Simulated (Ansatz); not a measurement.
# P: the cost of one run

Program: Ansatz 0.2.0. Level of theory: DFT r2SCAN, scalar-relativistic, plane waves, PAW. These are calculated values, not measurements.

## (1) Starting point

Symmetry: Cmce, No. 64, orthorhombic system. Conventional cell: a = 3.310 Å, b = 10.500 Å, c = 4.380 Å, α = 90.00°, β = 90.00°, γ = 90.00°. P (site symmetry m) has 3 P at 2.17 to 2.20 Å as nearest neighbours.

As a file:

```cif
data_structure
_symmetry_space_group_name_H-M 'P 1'
_symmetry_Int_Tables_number 1
_cell_length_a 5.5047
_cell_length_b 5.5047
_cell_length_c 4.3800
_cell_angle_alpha 90.000
_cell_angle_beta 90.000
_cell_angle_gamma 145.006
_cell_volume 76.11
loop_
_atom_site_label
_atom_site_type_symbol
_atom_site_fract_x
_atom_site_fract_y
_atom_site_fract_z
_atom_site_occupancy
P1 P 0.09800 0.90200 0.09000 1
P2 P 0.59800 0.40200 0.41000 1
P3 P 0.90200 0.09800 0.91000 1
P4 P 0.40200 0.59800 0.59000 1
```

The structure rests on an entry of the Crystallography Open Database; cell or positions may have been set otherwise for this series.

## (2) Relaxing the atoms: P, no spin

The input, input.yaml:

```yaml
crystal:
  lattice:
    - [1.655, -5.25, 0.0]
    - [1.655, 5.25, 0.0]
    - [0.0, 0.0, 4.38]
  atoms:
    - { symbol: P, position: [0.098, 0.902, 0.09] }
    - { symbol: P, position: [0.598, 0.402, 0.41] }
    - { symbol: P, position: [0.902, 0.098, 0.91] }
    - { symbol: P, position: [0.402, 0.598, 0.59] }
scf:
  occupations: { method: fixed }
output:
  forces: true
  stress: true
  eigenvalues: true
  write_density: true
  write_potential: true
  elf: true
  volumetric_format: npy
kpoints:
  mp_grid: { grid: [5, 5, 7] }
hamiltonian:
  xc: r2scan
relax:
  f_tol: 0.003
  max_steps: 60
```

Run with:

```bash
> ansatz run input.yaml --threads 8 --pin off --max-ram 32768MiB --backend cpu --events-out ev --progress --plain --runs-dir out
```

**Question.** How long does this run take on 8 threads of Arm Neoverse N1, shared host, and how much memory does it need?

About 11 s, with a peak of 0.72 GiB.
